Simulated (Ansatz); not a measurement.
Crystal: Hf2Pd2Se2Br2O3.

```
Hf Pd Se Br O
1.0
    -1.89227    2.67212   12.28423
     1.89227   -2.67212   12.28423
     1.89227    2.67212  -12.28423
Hf Pd Se Br O
2 2 2 2 3
Direct
  0.92095 0.92095 0.00000
  0.07905 0.07905 0.00000
  0.68332 0.68332 0.00000
  0.31668 0.31668 0.00000
  0.61777 0.11777 0.50000
  0.38223 0.88223 0.50000
  0.78660 0.78660 0.00000
  0.21340 0.21340 0.00000
  0.90121 0.40121 0.50000
  0.09879 0.59879 0.50000
  0.00000 0.00000 0.00000
```

The cell was built by a generator and needn't be a form met in nature.

| Property | Result |
| --- | --- |
| Program | Ansatz 0.2.0 |
| Task | relaxation of cell and atoms |
| Functional | PBE |
| Dispersion | D4 |
| Potentials or basis | Ansatz PAW |
| Cutoff | 420 eV (not typed: the program's choice for these potentials) |
| k mesh | 6 × 6 × 6 |
| Occupations | fermi-dirac, width 0.05 eV |
| Spin | no spin polarisation |

At the start: volume 22.59 Å³/atom.

Task: Where does the relaxation end?

Result: It ends after 10 steps and the volume is 21.89 Å³/atom (-3.1 %); space group Immm (No. 71, to 0.05 Å).

Step by step:
```
step  energy change (eV)  largest force (eV/Å)  volume (Å³)
   1              0.0000                0.0486       248.45
   2             -0.0422                0.1038       243.18
   3             -0.0496                0.0708       241.39
   4             -0.0521                0.0469       240.97
   5             -0.0538                0.0197       240.90
   6             -0.0538                0.0094       240.99
   7             -0.0538                0.0053       241.04
   8             -0.0476                0.0059       241.04
   9             -0.0479                0.0036       240.84
  10             -0.0477                0.0036       240.84
```

Final structure:
```
Hf Pd Se Br O
1.0
    -1.87446    2.60593   12.32616
     1.87446   -2.60593   12.32616
     1.87446    2.60593  -12.32616
Hf Pd Se Br O
2 2 2 2 3
Direct
  0.92136 0.92136 0.00000
  0.07864 0.07864 0.00000
  0.68478 0.68478 0.00000
  0.31522 0.31522 0.00000
  0.61942 0.11942 0.50000
  0.38058 0.88058 0.50000
  0.78709 0.78709 0.00000
  0.21291 0.21291 0.00000
  0.90028 0.40028 0.50000
  0.09972 0.59972 0.50000
  0.00000 0.00000 0.00000
```

Caveat: the plane-wave basis is chosen anew once the cell has moved, so the energies of steps on either side of that aren't comparable; pairwise dispersion overbinds metals, which lowers pressure and volume.
